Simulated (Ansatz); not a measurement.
# C4H11F3Si2: how energies converge with the basis set

One table from this session's results is given with a row withheld; the runs are named, their logs left out.

Method: one geometry, several basis sets; program: Ansatz 0.2.0, Gaussian basis.

Levels to be run: PBE0-D4/def2-SVP; ωB97M-V/def2-SVP; PBE0-D4/def2-QZVPP; ωB97M-V/def2-QZVPP; the functionals' def2-TZVPP values are taken from earlier runs.

## The relaxed structure

The geometry comes from an earlier relaxation with PBE0-D4 in a triple-zeta def2 set; it is a stationary point, not always the lowest conformer.

SMILES `C[Si](C)(F)CC[SiH](F)F`, 20 atoms, charge 0, spin multiplicity 1.

Atoms are counted from 1 here; the program's logs count them from 0.

Bond lengths: C1–Si2 1.858 Å, C1–H10 1.093 Å, C1–H11 1.094 Å, C1–H12 1.092 Å, Si2–C3 1.859 Å, Si2–F4 1.615 Å, Si2–C5 1.873 Å, C3–H13 1.093 Å, C3–H14 1.093 Å, C3–H15 1.093 Å, C5–C6 1.536 Å, C5–H16 1.097 Å, C5–H17 1.097 Å, C6–Si7 1.855 Å, C6–H18 1.097 Å, C6–H19 1.097 Å, Si7–F8 1.592 Å, Si7–F9 1.593 Å and more. Angles: Si2–C1–H10 110.8°, Si2–C1–H11 111.0°, Si2–C1–H12 110.9°, H10–C1–H11 107.9°, H10–C1–H12 107.8°, H11–C1–H12 108.4°, C1–Si2–C3 112.5°, C1–Si2–F4 107.5°, C1–Si2–C5 112.5°, C3–Si2–F4 107.6°, C3–Si2–C5 110.6°, F4–Si2–C5 105.7°, Si2–C3–H13 110.9°, Si2–C3–H14 111.2°, Si2–C3–H15 110.7°, H13–C3–H14 108.0°, H13–C3–H15 107.8°, H14–C3–H15 108.0° and more.

The first run:

in.yaml

```yaml
crystal:
  periodic: [false, false, false]
  atoms:
    - {symbol: C, position_ang: [-1.538933, 0.253432, 1.384520]}
    - {symbol: Si, position_ang: [-0.970692, 0.013233, -0.367561]}
    - {symbol: C, position_ang: [-2.170358, 0.705304, -1.606980]}
    - {symbol: F, position_ang: [-0.859771, -1.576449, -0.629527]}
    - {symbol: C, position_ang: [0.747776, 0.696769, -0.662609]}
    - {symbol: C, position_ang: [1.832181, 0.321298, 0.357839]}
    - {symbol: Si, position_ang: [2.182184, -1.485927, 0.588158]}
    - {symbol: F, position_ang: [1.143882, -2.124096, 1.611949]}
    - {symbol: F, position_ang: [3.613998, -1.629332, 1.272429]}
    - {symbol: H, position_ang: [-2.548645, -0.141022, 1.522560]}
    - {symbol: H, position_ang: [-1.554240, 1.314449, 1.649435]}
    - {symbol: H, position_ang: [-0.879012, -0.266022, 2.083134]}
    - {symbol: H, position_ang: [-2.303699, 1.780993, -1.463364]}
    - {symbol: H, position_ang: [-1.820940, 0.541814, -2.629366]}
    - {symbol: H, position_ang: [-3.149223, 0.230198, -1.505197]}
    - {symbol: H, position_ang: [0.665182, 1.788581, -0.726356]}
    - {symbol: H, position_ang: [1.044963, 0.369657, -1.666478]}
    - {symbol: H, position_ang: [1.587932, 0.721969, 1.348920]}
    - {symbol: H, position_ang: [2.788464, 0.783100, 0.083181]}
    - {symbol: H, position_ang: [2.188949, -2.297939, -0.644697]}
basis:
  gaussian: {orbitals: def2-SVP}
hamiltonian: {xc: pbe0, dispersion: d4}
output: {orbitals: {seedname: orbitals}}
```

Among the steps run: PBE0-D4 in def2-SVP; ωB97M-V in def2-SVP; PBE0-D4 in def2-QZVPP; ωB97M-V in def2-QZVPP.

One table of the session follows, with a row left open; its other results are not shown here.

```
functional       basis  HOMO (eV)  LUMO (eV)
   PBE0-D4    def2-SVP      -8.28       1.13
   PBE0-D4  def2-TZVPP      -8.30       0.60
   PBE0-D4  def2-QZVPP      -8.31       0.24
   ωB97M-V    def2-SVP     -10.49       2.77
   ωB97M-V  def2-TZVPP          ?          ?
   ωB97M-V  def2-QZVPP     -10.54       1.39
```

Estimate the missing values for ωB97M-V, def2-TZVPP.

**Answer.** HOMO (eV): -10.53; LUMO (eV): 2.03. In the column «HOMO (eV)» it lies between ωB97M-V, def2-QZVPP (-10.54) and ωB97M-V, def2-SVP (-10.49).
